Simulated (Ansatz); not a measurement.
# BiTe (R-3m) in Ansatz: a series of runs

One crystal, BiTe, is run at these levels: LDA, PBE, PBEsol; tasks: relaxation of cell and atoms.

Everything below comes from runs of Ansatz 0.2.0. Logs are shortened: lines on timing, memory, paths and dates and some standing lists are left out, and cuts for length are marked.

### Step 1. The structure

It takes space group R-3m (No. 166, trigonal). The conventional cell has a = 4.845 Å, b = 4.845 Å, c = 9.952 Å, α = 90.00°, β = 90.00°, γ = 120.00°. Bi (site symmetry -3m) is surrounded by 6 Te at 3.25 Å. Te (site symmetry -3m) has 6 Bi at 3.25 Å as nearest neighbours.

The cell comes from a database or a generator and needn't be the stable form of this composition.

### Step 2. Relaxation of cell and atoms, LDA

The input, input.yaml:

```yaml
crystal:
  lattice:
    - [2.4227077728, 1.3987509848, 3.3172919545]
    - [-2.4227077728, 1.3987509848, 3.3172919545]
    - [0.0, -2.7975019696, 3.3172919545]
  atoms:
    - { symbol: Bi, position: [0.5, 0.5, 0.5] }
    - { symbol: Te, position: [0.0, 0.0, 0.0] }
hamiltonian:
  xc: lda
  pseudopotentials: { kind: paw }
kpoints:
  mp_grid: { grid: [7, 7, 7] }
scf:
  occupations: { method: fermi_dirac, width: 0.05 }
output:
  forces: true
  stress: true
  eigenvalues: true
relax:
  f_tol: 0.01
  max_steps: 40
  cell: { stress_tol: 0.05 }
```

Potentials or basis: Ansatz PAW.

Run with:

```bash
> ansatz run input.yaml --threads 2 --pin off --max-ram 5632MiB --backend cpu --events-out ev --progress --plain --runs-dir out
```

What it wrote:

```text
Warning: RAYON_NUM_THREADS=2 ignored (pool sized by the plan → 2); use --threads N
Engine: ansatz 0.2.0, x86_64-unknown-linux-gnu
Pseudopotentials: kind: paw
Pseudopotential: Bi, paw, valence charge 15, recommended cutoff 420 eV (normal), Bi.paw.azcp
Pseudopotential: Te, paw, valence charge 16, recommended cutoff 420 eV (normal), Te.paw.azcp
Functional definition: SPW92
  exchange = slater_x
  correlation = pw_c
Crystal: 2 atoms, lattice volume = 67.449 Å³
Basis set: ecut = 420 eV, 1307 PW (Γ)
Bands: 20, of which v1, the nominal top of the filled ones, is band 16 counted from 1 (15 counted from 0)
Symmetry: 12 space group operations
Space group: R-3m (ITA 166), of the structure as read, at distance tolerance 4.1e-5 Å
k-points: 44 of 343
Non-local potential: Bi, projectors of the file, l = 0: 2, l = 1: 2, l = 2: 2, l = 3: 2
Non-local potential: Te, projectors of the file, l = 0: 2, l = 1: 2, l = 2: 2, l = 3: 2
PAW form: soft (Blöchl's): semilocal exchange-correlation on the pseudo side does not see the compensation charge
PAW frozen core: Bi, regenerated for the run's functional, and the local potential with it (the file was generated under x = pbe(κ = 0.804, μ = 0.2195149727645171), c = pbe(β = 0.06672455060314922))
PAW frozen core: Te, regenerated for the run's functional, and the local potential with it (the file was generated under x = pbe(κ = 0.804, μ = 0.2195149727645171), c = pbe(β = 0.06672455060314922))
PAW one-centre angular grid: Bi, 590 points (default); XC on 64 Gauss nodes
PAW one-centre angular grid: Te, 590 points (default); XC on 64 Gauss nodes
Initial density: superposition of atomic densities (neutral atoms: chi_scale 0, normalization atom), corrected by the library's trained network
Initial wavefunctions: pseudopotential atomic-orbital guess
Functional: x = slater, c = lda
SCF iter   1: F=—  HF=-18913.171836 eV  |F-HF|=—  |Δ(HF+E_count)|=         —  Δρ=3.97e-3  dr2=5.51e-3  ethr=1.77e-3  ⟨swp⟩=6.6  Hψ=4691  notcnv=0
preconditioner: auto → Kerker (q_TF=auto, 2.397 Å⁻¹)  [metal: Δε(μ)=0.091 eV  Ē_g=9.438 eV  σ=0.050 eV  W_gap=0.41  n_scr=14 (ndim 8)  ℏωp=15.0 eV  f_vac=0.001  D(μ)=1.35/eV (n_scr^D=8)]
SCF iter   2: F=—  HF=-18913.168921 eV  |F-HF|=—  |Δ(HF+E_count)|=   2.91e-3  Δρ=2.31e-3  dr2=2.01e-3  ethr=1.78e-5  ⟨swp⟩=1.9  Hψ=1467  notcnv=0
SCF iter   3: F=—  HF=-18913.168388 eV  |F-HF|=—  |Δ(HF+E_count)|=   5.34e-4  Δρ=4.03e-4  dr2=1.39e-4  ethr=6.49e-6  ⟨swp⟩=3.0  Hψ=1789  notcnv=0
SCF iter   4: F=—  HF=-18913.168337 eV  |F-HF|=—  |Δ(HF+E_count)|=   5.09e-5  Δρ=1.33e-4  dr2=1.63e-5  ethr=4.47e-7  ⟨swp⟩=2.0  Hψ=1552  notcnv=0
SCF iter   5: F=—  HF=-18913.168329 eV  |F-HF|=—  |Δ(HF+E_count)|=   7.61e-6  Δρ=4.06e-5  dr2=2.27e-6  ethr=5.27e-8  ⟨swp⟩=2.4  Hψ=1090  notcnv=0
SCF iter   6: F=—  HF=-18913.168329 eV  |F-HF|=—  |Δ(HF+E_count)|=   6.65e-7  Δρ=8.98e-6  dr2=1.11e-7  ethr=7.31e-9  ⟨swp⟩=2.5  Hψ=1396  notcnv=0
SCF iter   7: F=-18913.168329 eV  HF=-18913.168329 eV  |F-HF|=2.08e-9  |Δ(HF+E_count)|=   9.13e-9  Δρ=2.67e-6  dr2=5.03e-9  ethr=3.23e-10  ⟨swp⟩=6.7  Hψ=4349  notcnv=0
SCF 1 converged in 7 iterations: F = -18913.168329 eV  dr2 = 5.03e-9
relax step   1: F+E_penalty+E_count = -18913.16832864 eV  Δ(F+E_penalty+E_count) = +0.000e0 eV  max|allowed force component| = 1.683e-29 eV/Å  Δτ_max = 0.0000 Å  P = -3.417 GPa  Ω = 67.449 Å³  (7 SCF iters, dr2 threshold 1.00e-7 eV, accepted)
Crystal: 2 atoms, lattice volume = 60.817 Å³
Basis set: ecut = 420 eV, 1187 PW (Γ)
Initial density: handed on by an earlier stage of this run
Initial wavefunctions: those handed on with the density
iter 1 solved again at ethr=1.57e-5 eV; its pass at ethr=3.10e-3 eV (dr2=4.86e-3 eV) is discarded
SCF iter   1: F=—  HF=-18913.208563 eV  |F-HF|=—  |Δ(HF+E_count)|=         —  Δρ=2.13e-3  dr2=4.40e-3  ethr=1.57e-5  ⟨swp⟩=3.0  Hψ=6228  notcnv=0
preconditioner: auto → Kerker (q_TF=auto, 2.438 Å⁻¹)  [metal: Δε(μ)=0.084 eV  Ē_g=9.890 eV  σ=0.050 eV  W_gap=0.39  n_scr=14 (ndim 8)  ℏωp=15.8 eV  f_vac=0.000  D(μ)=1.51/eV (n_scr^D=14)]
SCF iter   2: F=—  HF=-18913.207676 eV  |F-HF|=—  |Δ(HF+E_count)|=   8.87e-4  Δρ=1.43e-3  dr2=2.01e-3  ethr=1.42e-5  ⟨swp⟩=1.0  Hψ=880  notcnv=0
SCF iter   3: F=—  HF=-18913.207098 eV  |F-HF|=—  |Δ(HF+E_count)|=   5.78e-4  Δρ=2.86e-4  dr2=9.11e-5  ethr=6.49e-6  ⟨swp⟩=2.0  Hψ=1071  notcnv=0
SCF iter   4: F=—  HF=-18913.207081 eV  |F-HF|=—  |Δ(HF+E_count)|=   1.61e-5  Δρ=7.08e-5  dr2=4.22e-6  ethr=2.94e-7  ⟨swp⟩=2.5  Hψ=1294  notcnv=0
SCF iter   5: F=—  HF=-18913.207083 eV  |F-HF|=—  |Δ(HF+E_count)|=   1.16e-6  Δρ=1.89e-5  dr2=2.09e-7  ethr=1.36e-8  ⟨swp⟩=2.1  Hψ=1202  notcnv=0
SCF iter   6: F=-18913.207083 eV  HF=-18913.207083 eV  |F-HF|=2.07e-9  |Δ(HF+E_count)|=   1.20e-7  Δρ=4.08e-6  dr2=8.96e-9  ethr=6.45e-10  ⟨swp⟩=6.7  Hψ=4351  notcnv=0
SCF 2 converged in 6 iterations: F = -18913.207083 eV  dr2 = 8.96e-9
relax step   2: F+E_penalty+E_count = -18913.20708273 eV  Δ(F+E_penalty+E_count) = -3.875e-2 eV  max|allowed force component| = 6.705e-29 eV/Å  Δτ_max = 0.0000 Å  P = +2.159 GPa  Ω = 60.817 Å³  energy of the carried Pulay correction = +1.379e-3 eV  (6 SCF iters, dr2 threshold 2.00e-7 eV, accepted)
Crystal: 2 atoms, lattice volume = 63.087 Å³
Basis set: ecut = 420 eV, 1223 PW (Γ)
iter 1 solved again at ethr=3.69e-6 eV; its pass at ethr=3.10e-3 eV (dr2=1.14e-3 eV) is discarded
SCF iter   1: F=—  HF=-18913.221445 eV  |F-HF|=—  |Δ(HF+E_count)|=         —  Δρ=9.51e-4  dr2=9.92e-4  ethr=3.69e-6  ⟨swp⟩=3.5  Hψ=6483  notcnv=0
preconditioner: auto → Kerker (q_TF=auto, 2.424 Å⁻¹)  [metal: Δε(μ)=0.083 eV  Ē_g=9.710 eV  σ=0.050 eV  W_gap=0.36  n_scr=14 (ndim 8)  ℏωp=15.5 eV  f_vac=0.000  D(μ)=1.40/eV (n_scr^D=14)]
SCF iter   2: F=—  HF=-18913.221251 eV  |F-HF|=—  |Δ(HF+E_count)|=   1.94e-4  Δρ=6.26e-4  dr2=4.29e-4  ethr=3.20e-6  ⟨swp⟩=1.0  Hψ=880  notcnv=0
SCF iter   3: F=—  HF=-18913.221124 eV  |F-HF|=—  |Δ(HF+E_count)|=   1.27e-4  Δρ=1.45e-4  dr2=2.57e-5  ethr=1.39e-6  ⟨swp⟩=1.7  Hψ=943  notcnv=0
SCF iter   4: F=—  HF=-18913.221125 eV  |F-HF|=—  |Δ(HF+E_count)|=   1.09e-6  Δρ=4.33e-5  dr2=1.76e-6  ethr=8.28e-8  ⟨swp⟩=2.4  Hψ=1212  notcnv=0
SCF iter   5: F=-18913.221125 eV  HF=-18913.221125 eV  |F-HF|=3.44e-8  |Δ(HF+E_count)|=   3.28e-8  Δρ=1.08e-5  dr2=6.24e-8  ethr=6.45e-10  ⟨swp⟩=5.2  Hψ=4824  notcnv=0
SCF 3 converged in 5 iterations: F = -18913.221125 eV  dr2 = 6.24e-8
relax step   3: F+E_penalty+E_count = -18913.22112506 eV  Δ(F+E_penalty+E_count) = -1.404e-2 eV  max|allowed force component| = 6.784e-29 eV/Å  Δτ_max = 0.0000 Å  P = -0.239 GPa  Ω = 63.087 Å³  energy of the carried Pulay correction = +8.774e-4 eV  (5 SCF iters, dr2 threshold 2.00e-7 eV, accepted)
Crystal: 2 atoms, lattice volume = 62.788 Å³
Basis set: ecut = 420 eV, 1199 PW (Γ)
iter 1 solved again at ethr=1.57e-7 eV; its pass at ethr=3.10e-3 eV (dr2=4.87e-5 eV) is discarded
SCF iter   1: F=—  HF=-18913.221828 eV  |F-HF|=—  |Δ(HF+E_count)|=         —  Δρ=1.09e-4  dr2=8.16e-6  ethr=1.57e-7  ⟨swp⟩=3.9  Hψ=5867  notcnv=0
preconditioner: auto → Kerker (q_TF=auto, 2.426 Å⁻¹)  [metal: Δε(μ)=0.080 eV  Ē_g=9.730 eV  σ=0.050 eV  W_gap=0.36  n_scr=14 (ndim 8)  ℏωp=15.5 eV  f_vac=0.000  D(μ)=1.43/eV (n_scr^D=14)]
SCF iter   2: F=—  HF=-18913.221827 eV  |F-HF|=—  |Δ(HF+E_count)|=   1.10e-6  Δρ=6.82e-5  dr2=3.56e-6  ethr=2.63e-8  ⟨swp⟩=1.0  Hψ=880  notcnv=0
SCF iter   3: F=-18913.221826 eV  HF=-18913.221826 eV  |F-HF|=6.47e-9  |Δ(HF+E_count)|=   7.56e-7  Δρ=1.10e-5  dr2=8.14e-8  ethr=6.45e-10  ⟨swp⟩=5.8  Hψ=4664  notcnv=0
SCF 4 converged in 3 iterations: F = -18913.221826 eV  dr2 = 8.14e-8
relax step   4: F+E_penalty+E_count = -18913.22182639 eV  Δ(F+E_penalty+E_count) = -7.013e-4 eV  max|allowed force component| = 2.030e-28 eV/Å  Δτ_max = 0.0000 Å  P = -0.045 GPa  Ω = 62.788 Å³  energy of the carried Pulay correction = +9.399e-4 eV  (3 SCF iters, dr2 threshold 2.00e-7 eV, accepted)
Crystal: 2 atoms, lattice volume = 62.609 Å³
iter 1 solved again at ethr=5.78e-8 eV; its pass at ethr=3.10e-3 eV (dr2=1.79e-5 eV) is discarded
SCF iter   1: F=—  HF=-18913.222173 eV  |F-HF|=—  |Δ(HF+E_count)|=         —  Δρ=1.62e-4  dr2=2.71e-5  ethr=5.78e-8  ⟨swp⟩=3.2  Hψ=6219  notcnv=0
preconditioner: auto → Kerker (q_TF=auto, 2.427 Å⁻¹)  [metal: Δε(μ)=0.074 eV  Ē_g=9.738 eV  σ=0.050 eV  W_gap=0.35  n_scr=14 (ndim 8)  ℏωp=15.6 eV  f_vac=0.000  D(μ)=1.47/eV (n_scr^D=14)]
SCF iter   2: F=—  HF=-18913.222169 eV  |F-HF|=—  |Δ(HF+E_count)|=   4.47e-6  Δρ=1.04e-4  dr2=1.19e-5  ethr=5.78e-8  ⟨swp⟩=1.0  Hψ=880  notcnv=0
SCF iter   3: F=—  HF=-18913.222165 eV  |F-HF|=—  |Δ(HF+E_count)|=   3.29e-6  Δρ=1.98e-5  dr2=3.53e-7  ethr=3.84e-8  ⟨swp⟩=2.0  Hψ=1078  notcnv=0
SCF iter   4: F=-18913.222165 eV  HF=-18913.222165 eV  |F-HF|=2.55e-9  |Δ(HF+E_count)|=   1.80e-8  Δρ=5.54e-6  dr2=2.47e-8  ethr=2.35e-10  ⟨swp⟩=6.7  Hψ=4433  notcnv=0
SCF 5 converged in 4 iterations: F = -18913.222165 eV  dr2 = 2.47e-8
relax step   5: F+E_penalty+E_count = -18913.22216529 eV  Δ(F+E_penalty+E_count) = -3.389e-4 eV  max|allowed force component| = 2.051e-28 eV/Å  Δτ_max = 0.0000 Å  P = +0.004 GPa  Ω = 62.609 Å³  energy of the carried Pulay correction = +9.765e-4 eV  (4 SCF iters, dr2 threshold 7.27e-8 eV, accepted)
Initial wavefunctions: pseudopotential atomic-orbital guess (no wavefunctions were taken with the density)
iter 1 solved again at ethr=1.60e-7 eV; its pass at ethr=3.10e-3 eV (dr2=4.97e-5 eV) is discarded
SCF iter   1: F=—  HF=-18913.221261 eV  |F-HF|=—  |Δ(HF+E_count)|=         —  Δρ=8.55e-5  dr2=8.05e-7  ethr=1.60e-7  ⟨swp⟩=3.9  Hψ=7188  notcnv=0
preconditioner: auto → Kerker (q_TF=auto, 2.427 Å⁻¹)  [metal: Δε(μ)=0.074 eV  Ē_g=9.739 eV  σ=0.050 eV  W_gap=0.35  n_scr=14 (ndim 8)  ℏωp=15.6 eV  f_vac=0.000  D(μ)=1.47/eV (n_scr^D=14)]
SCF iter   2: F=—  HF=-18913.221242 eV  |F-HF|=—  |Δ(HF+E_count)|=   1.85e-5  Δρ=4.45e-5  dr2=2.31e-7  ethr=2.60e-9  ⟨swp⟩=2.1  Hψ=1528  notcnv=0
SCF iter   3: F=—  HF=-18913.221242 eV  |F-HF|=—  |Δ(HF+E_count)|=   1.09e-8  Δρ=6.86e-6  dr2=1.32e-8  ethr=7.44e-10  ⟨swp⟩=2.5  Hψ=1547  notcnv=0
SCF iter   4: F=—  HF=-18913.221242 eV  |F-HF|=—  |Δ(HF+E_count)|=   2.58e-9  Δρ=9.26e-7  dr2=9.41e-10  ethr=4.27e-11  ⟨swp⟩=2.0  Hψ=1126  notcnv=0
SCF iter   5: F=—  HF=-18913.221242 eV  |F-HF|=—  |Δ(HF+E_count)|=  1.35e-10  Δρ=3.69e-7  dr2=1.62e-10  ethr=3.04e-12  ⟨swp⟩=2.7  Hψ=1563  notcnv=0
SCF iter   6: F=-18913.221242 eV  HF=-18913.221242 eV  |F-HF|=7.28e-12  |Δ(HF+E_count)|=  2.55e-11  Δρ=7.68e-8  dr2=4.85e-12  ethr=1.00e-12  ⟨swp⟩=6.2  Hψ=4938  notcnv=0
SCF 6 converged in 6 iterations: F = -18913.221242 eV  dr2 = 4.85e-12
relax step   6: F+E_penalty+E_count = -18913.22124228 eV  Δ(F+E_penalty+E_count) = +9.230e-4 eV  max|allowed force component| = 2.051e-28 eV/Å  Δτ_max = 0.0000 Å  P = -0.001 GPa  Ω = 62.609 Å³  stress off target by 3.38e-2 GPa  SCF on the basis re-selected at this cell (its energy is not comparable with the rows above)  (6 SCF iters)
basis re-selected at this cell: Δ(F+E_penalty+E_count) = +9.230e-4 eV, ΔP = -0.005 GPa vs the last step (what re-selecting the basis moved, of the pressure what is left beyond the Pulay correction that the steps carried, after the strain that the cell walked since its last selection, with what the two solves' SCF thresholds leave and, on support functions, any second-order correction that the steps lacked; it is no measure of the basis error at this ecutwfc). This SCF's stress stands 3.38e-2 GPa from its target on what of the cell is left free (relax.cell.stress_tol is 5.00e-2 GPa) and its largest allowed force component is 2.05e-28 eV/Å (relax.f_tol is 1.00e-2 eV/Å): within both
SCF converged after 6 iterations
Free energy (F): -18913.221242 eV
Harris-Foulkes:  -18913.221242 eV  (|F-HF|=7.28e-12)
Internal energy: -18913.209003 eV  (E = F + TS)
E sigma→0 (E₀):  -18913.215123 eV
Entropy (-TS):   -0.012239 eV (-6.120 meV/atom)
Fermi energy:    10.659495 eV
--- Per-component energies (eV) ---
  E_band       = -338.205667
  E_kinetic    = 485.562732
  E_local      = -2628.725559  (includes V_loc(G=0)·N_el)
  E_nonlocal   = 259.405485
  E_hartree    = 1233.716428
  E_xc         = -275.384436
  E_vxc        = -250.755498  (∫ρ·V_xc dr)
  E_paw        = -14862.434574  (= ΣΔE_a)
  E_vpaw       = -671.124985  (= ΣTr[D̂ρ^β])
  E_aug_tail   = -0.000711  (compensation charges beyond the density's cutoff)
  E_ewald      = -3126.022146
  E_core_change = 0.673776  (= ΣΔE_core)
  E_smearing   = -0.012239  (= −TS)
  E_closure    = 0.000000  (closes the sum)
  Σ components = -18913.221242   (vs F -18913.221242, Δ=0.00e0)
--- Forces (eV/Å), atoms counted from 1 ---
  atom   1  Bi     0.00000000     0.00000000    -0.00000000
  atom   2  Te     0.00000000     0.00000000     0.00000000
  max |Σ_I F_I| component: 3.98e-28 eV/Å
--- Stress (GPa, compression-positive) ---
        0.016042       0.000000      -0.000000
        0.000000       0.016042       0.000000
       -0.000000       0.000000      -0.033843
  P = ⅓ Tr σ = -0.0006 GPa (-0.006 kbar)
--- Band table (eV; the first three rows and the last of 44) ---
  k-point 0: bands = ["-26.5187", "-26.5187", "-26.4758", "-26.4758", "-26.4563", "-12.4649", "-12.4649", "-12.4488", "-12.4488", "-12.4222", "-3.3503", "2.5054", "7.5233", "7.5233", "9.0950", "12.6812", "13.4185", "13.4185", "14.5928", "14.5928"]
  k-point 1: bands = ["-26.5187", "-26.5187", "-26.4759", "-26.4755", "-26.4563", "-12.4651", "-12.4648", "-12.4502", "-12.4465", "-12.4218", "-3.1620", "1.9828", "7.6562", "7.8574", "8.9927", "12.0091", "12.6403", "12.8299", "14.8847", "15.2299"]
  k-point 2: bands = ["-26.5185", "-26.5185", "-26.4759", "-26.4748", "-26.4562", "-12.4663", "-12.4656", "-12.4525", "-12.4415", "-12.4201", "-2.6051", "0.8020", "8.0469", "8.4076", "9.0962", "10.7901", "11.3048", "11.9756", "15.7104", "15.9784"]
  k-point 43: bands = ["-26.5188", "-26.5187", "-26.4738", "-26.4738", "-26.4565", "-12.4771", "-12.4752", "-12.4270", "-12.4265", "-12.4264", "-0.8311", "-0.3413", "6.5088", "7.5564", "7.7089", "9.7265", "9.9518", "11.2757", "18.0727", "18.7475"]
--- Relaxed structure (5 steps of the walk, 5 accepted, 1 SCFs on fresh bases) ---
  F+E_penalty+E_count = -18913.22124228 eV   max|allowed force component| = 2.051e-28 eV/Å   (the final SCF, on the basis selected at the relaxed cell)
  cell:  # Å, volume = 62.6088 Å³
    - [2.385294584345439, 1.3771504703683959, 3.1765877676511516]
    - [-2.385294584345439, 1.3771504703683959, 3.1765877676511516]
    - [-2.460522865891863e-17, -2.7543009407367918, 3.1765877676511516]
  atoms:
    - { symbol: Bi, position: [0.5000000000000001, 0.5000000000000001, 0.5000000000000001] }
    - { symbol: Te, position: [3.5339938212399153e-35, 3.7410118784652387e-35, 3.8526423257716534e-35] }
```

It took 7 s on 2 threads of Intel Xeon Platinum 8488C (Sapphire Rapids), shared host; peak memory 0.43 GiB.

What came out:

| Item | Value |
| --- | --- |
| Free energy | -18913.2212 eV |
| Relaxed volume | 31.30 Å³/atom |
| Relaxed cell | a = 4.204 Å, b = 4.204 Å, c = 4.204 Å, α = 69.13°, β = 69.13°, γ = 69.13° |
| Space group after relaxing (to 0.05 Å) | R-3m (No. 166) |
| Energy gained by relaxing | 26.5 meV/atom |
| Ionic steps | 6 |
| Pressure after relaxing | 0.0 GPa |
| Band gap on the k mesh | none (metal or under the smearing width) |

The path:
```tsv
step	energy change (eV)	largest force (eV/Å)	volume (Å³)
1	0.0000	0.0000	67.45
2	-0.0388	0.0000	60.82
3	-0.0528	0.0000	63.09
4	-0.0535	0.0000	62.79
5	-0.0538	0.0000	62.61
6	-0.0529	0.0000	62.61
```

Final structure:
```
Bi Te
1.0
     2.38529    1.37715    3.17659
    -2.38529    1.37715    3.17659
     0.00000   -2.75430    3.17659
Bi Te
1 1
Direct
  0.50000 0.50000 0.50000
  0.00000 0.00000 0.00000
```

Caveat: the plane-wave basis is chosen anew once the cell has moved, so the energies of steps on either side of that aren't comparable; spin-orbit coupling is left out, which moves the levels of the heavy elements; the PAW data sets come from PBE, with cores solved anew for the run's functional, which leaves a small shift of forces and pressure.

### Step 3. Relaxation of cell and atoms, PBE

input.yaml: that of step 2 with these lines changed.

```diff
@@ -9,3 +9,3 @@
 hamiltonian:
-  xc: lda
+  xc: pbe
   pseudopotentials: { kind: paw }
```

Potentials or basis: Ansatz PAW.

Run with:

```bash
> ansatz run input.yaml --threads 2 --pin off --max-ram 5632MiB --backend cpu --events-out ev --progress --plain --runs-dir out
```

Wall time 4.7 s (2 threads of Intel Xeon Platinum 8488C (Sapphire Rapids), shared host); peak memory 0.44 GiB.

Results (log left out):

* Free energy: -19376.6514 eV
* Relaxed volume: 33.82 Å³/atom
* Relaxed cell: a = 4.342 Å, b = 4.342 Å, c = 4.342 Å, α = 67.94°, β = 67.94°, γ = 67.94°
* Space group after relaxing (to 0.05 Å): R-3m (No. 166)
* Energy gained by relaxing: 0.1 meV/atom
* Ionic steps: 4
* Pressure after relaxing: 0.0 GPa
* Band gap on the k mesh: none (metal or under the smearing width)

Step by step:
| step | energy change (eV) | largest force (eV/Å) | volume (Å³) |
| --- | --- | --- | --- |
| 1 | 0.0000 | 0.0000 | 67.45 |
| 2 | 0.0000 | 0.0000 | 67.74 |
| 3 | -0.0001 | 0.0000 | 67.65 |
| 4 | -0.0001 | 0.0000 | 67.65 |

Final structure:
```
CELL_PARAMETERS angstrom
2.42623 1.40079 3.31742
-2.42623 1.40079 3.31742
0.00000 -2.80157 3.31742
ATOMIC_POSITIONS crystal
Bi 0.50000 0.50000 0.50000
Te 0.00000 0.00000 0.00000
```

Levels at points of the mesh, in eV from the Fermi level:
| k point | band 11 | band 12 | band 13 | band 14 | band 15 | band 16 | band 17 | band 18 | band 19 | band 20 |
| --- | --- | --- | --- | --- | --- | --- | --- | --- | --- | --- |
| (0.00, 0.00, 0.00) | -13.47 | -8.29 | -2.91 | -2.91 | -1.61 | 1.86 | 2.49 | 2.49 | 4.08 | 4.08 |

Caveat: the plane-wave basis is chosen anew once the cell has moved, so the energies of steps on either side of that aren't comparable; spin-orbit coupling is left out, which moves the levels of the heavy elements.

### Step 4. Relaxation of cell and atoms, PBEsol

input.yaml: that of step 3 with these lines changed.

```diff
@@ -9,3 +9,3 @@
 hamiltonian:
-  xc: pbe
+  xc: pbesol
   pseudopotentials: { kind: paw }
@@ -19,2 +19,6 @@
   eigenvalues: true
+  write_density: true
+  write_potential: true
+  elf: true
+  volumetric_format: npy
 relax:
```

Run with:

```bash
> ansatz run input.yaml --threads 2 --pin off --max-ram 5632MiB --backend cpu --events-out ev --progress --plain --runs-dir out
```

Run time: 7.8 s. Hardware: 2 threads of Intel Xeon Platinum 8488C (Sapphire Rapids), shared host; peak memory 0.44 GiB.

Results (log left out):

```yaml
Free_energy: -19143.6843 eV
Relaxed_volume: 31.96 Å³/atom
Relaxed_cell: a = 4.229 Å, b = 4.229 Å, c = 4.229 Å, α = 69.31°, β = 69.31°, γ = 69.31°
Space_group_after_relaxing_to_0.05_Å: R-3m (No. 166)
Energy_gained_by_relaxing: 13.1 meV/atom
Ionic_steps: 6
Pressure_after_relaxing: 0.0 GPa
Band_gap_on_the_k_mesh: none (metal or under the smearing width)
```

The path:
```csv
step,energy change (eV),largest force (eV/Å),volume (Å³)
1,0.0000,0.0000,67.45
2,-0.0198,0.0000,62.85
3,-0.0259,0.0000,64.24
4,-0.0264,0.0000,64.09
5,-0.0267,0.0000,63.91
6,-0.0261,0.0000,63.91
```

Final structure:
```xyz
2
Lattice="2.4050 1.3885 3.1899 -2.4050 1.3885 3.1899 0.0000 -2.7771 3.1899" Properties=species:S:1:pos:R:3 pbc="T T T"
Bi    0.0000    0.0000    4.7848
Te    0.0000    0.0000    0.0000
```

Levels at points of the mesh, in eV from the Fermi level:
```
           k point  band 11  band 12  band 13  band 14  band 15  band 16  band 17  band 18  band 19  band 20
(0.00, 0.00, 0.00)   -13.83    -8.13    -3.09    -3.09    -1.52     2.01     2.75     2.75     3.87     3.87
```

Caveat: the plane-wave basis is chosen anew once the cell has moved, so the energies of steps on either side of that aren't comparable; spin-orbit coupling is left out, which moves the levels of the heavy elements; the PAW data sets come from PBE, with cores solved anew for the run's functional, which leaves a small shift of forces and pressure.

### Step 5. The runs side by side

| level | gap on the mesh (eV) | pressure (GPa) | relaxed volume (Å³/atom) |
| --- | --- | --- | --- |
| LDA | none | 0.0 | 31.30 |
| PBE | none | 0.0 | 33.82 |
| PBEsol | none | 0.0 | 31.96 |

Alike in all rows: task relaxation of cell and atoms; potentials or basis Ansatz PAW; no spin polarisation; cell relaxed; k mesh 7 × 7 × 7; cutoff (eV) 420; smearing fermi-dirac 0.05 eV.

Caveats: the plane-wave basis is chosen anew once the cell has moved, so the energies of steps on either side of that aren't comparable; spin-orbit coupling is left out, which moves the levels of the heavy elements; the PAW data sets come from PBE, with cores solved anew for the run's functional, which leaves a small shift of forces and pressure (some runs).

Absolute energies hang on the potentials; compare differences alone.
